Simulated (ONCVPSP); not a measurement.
**Pseudopotential generation for osmium: ONCV, PBE**

Aim: build the potential from the settings below, then test how well it stands in for the atom: other configurations, scattering, ghost states and the plane-wave cutoff that it needs.

The numbers are computed with ONCVPSP 4.0.1 (PBE, scalar-relativistic, spin-unpolarised reference atom).

## 1. Starting point

Typed settings, in words:

* element: osmium (Os, Z = 76)
* type: optimised norm-conserving Vanderbilt (ONCV)
* frozen core: [Kr] 4d10
* valence charge: 30
* reference configuration: 4f14 5s2 5p6 5d6 6s1.75 6p0.25
* partial waves: 5s+6s: rc 1.75 bohr, ncon 3, nbas 7, qcut 8.2 1/bohr, 2 projectors; 5p+6p: rc 1.95 bohr, ncon 3, nbas 8, qcut 6.1 1/bohr, 2 projectors; 5d: rc 2.25 bohr, ncon 4, nbas 9, qcut 6.8 1/bohr, 3 projectors, debl 2.1 Ha; 4f: rc 0.65 bohr, ncon 4, nbas 9, qcut 25.5 1/bohr, 1 projector
* local potential: polynomial inside 0.55 bohr (lpopt 5, dvloc0 4 Ha)
* core correction: Teter function, fcfact 5, rcfact 1.2

The nodes and maxima of the atom's own shells, from an earlier all-electron run, set the scale for the radii.

All-electron outer shells of the reference configuration (PBE, scalar-relativistic, ld1.x):

```tsv
shell	level (eV)	outermost node (bohr)	outermost maximum (bohr)
4p	-472.16	0.23	0.42
4d	-273.34	0.21	0.44
5s	-92.03	0.51	0.91
4f	-52.46	–	0.40
5p	-51.32	0.55	1.03
5d	-6.70	0.60	1.36
6s	-6.48	1.20	2.48
6p	-1.52	1.44	3.51
```

## 2. Generation

Os.dat reads:

```
# ATOM AND REFERENCE CONFIGURATION
# atsym  z   nc   nv     iexc    psfile
  Os 76.00    9    6        4      upf
#
#   n    l    f
    1    0    2.00
    2    0    2.00
    2    1    6.00
    3    0    2.00
    3    1    6.00
    3    2   10.00
    4    0    2.00
    4    1    6.00
    4    2   10.00
    4    3   14.00
    5    0    2.00
    5    1    6.00
    5    2    6.00
    6    0    1.75
    6    1    0.25
#
# PSEUDOPOTENTIAL AND OPTIMIZATION
# lmax
    3
#
#   l,   rc,      ep,       ncon, nbas, qcut
    0    1.75    0.00    3    7    8.20
    1    1.95    0.00    3    8    6.10
    2    2.25    0.00    4    9    6.80
    3    0.65    0.00    4    9   25.50
#
# LOCAL POTENTIAL
# lloc, lpopt,  rc(5),   dvloc0
    4    5    0.55    4.00
#
# VANDERBILT-KLEINMAN-BYLANDER PROJECTORs
# l, nproj, debl
    0    2    0.90
    1    2    1.30
    2    3    2.10
    3    1    3.90
#
# MODEL CORE CHARGE
# icmod, fcfact, rcfact
    3    5.00    1.20
#
# LOG DERIVATIVE ANALYSIS
# epsh1, epsh2, depsh
   -5.00    5.00    0.04
#
# OUTPUT GRID
# rlmax, drl
    6.00    0.01
#
# TEST CONFIGURATIONS
# ncnf
    4
# nvcnf
#   n    l    f
    6
    4    3   14.00
    5    0    2.00
    5    1    6.00
    5    2    6.00
    6    0    2.00
    6    1    0.00
#
    6
    4    3   14.00
    5    0    2.00
    5    1    6.00
    5    2    6.00
    6    0    1.00
    6    1    0.00
#
    6
    4    3   14.00
    5    0    2.00
    5    1    6.00
    5    2    6.00
    6    0    0.00
    6    1    0.00
#
    6
    4    3   14.00
    5    0    2.00
    5    1    6.00
    5    2    5.00
    6    0    0.00
    6    1    0.00
#
```

Command:

```bash
$ oncvpsp.x < Os.dat > Os.out
```

Q: Predict the outcome of this session. Wanted: cutoffs for 1 and 0.1 mHa per electron, occupied waves; bound ghosts; GHOST(+) flags; largest test error; largest phase difference near zero energy, channels read; rms error of d²Exc/dn², without and with the model core.

The runs gave:

| quantity | value |
| --- | --- |
| cutoffs for 1 and 0.1 mHa per electron, occupied waves | 288 Ha and 314 Ha |
| bound ghosts | s at -952.08 eV, p at -341.62 eV |
| GHOST(+) flags | s at 189 eV, d at 305 eV |
| largest test error (AE − PS) | -3.5 meV, for 4f14 5s2 5p6 5d6 6s1 6p0 (2 tests unsolved) |
| largest phase difference near zero energy, channels read | 0.002 rad |
| rms error of d²Exc/dn², without and with the model core | 4.62 and 2.34 mHa |

**Reading.** A bound ghost (s, p) makes it unfit for use: electrons can fall into a state that the atom doesn't have. The worst unpolarised test, 4f14 5s2 5p6 5d6 6s1 6p0, is off by 3.5 meV on 8.3 eV; by total energies transferability rates as very good where solved. Atomic tests can pass in spite of a ghost, since they solve only for the levels asked. Of the tests 2 gave no usable energy difference, which is a warning in itself. By its cutoff, 288 Ha for the looser tolerance, it is very hard. At the looser tolerance the 4f wave is the slowest; 5s needs 21 Ha. Near zero energy the phases of the channels with partial waves agree within 0.002 rad. The program also flags highly localised states, GHOST(+) (s, d). All of this concerns the isolated atom, not yet a solid.
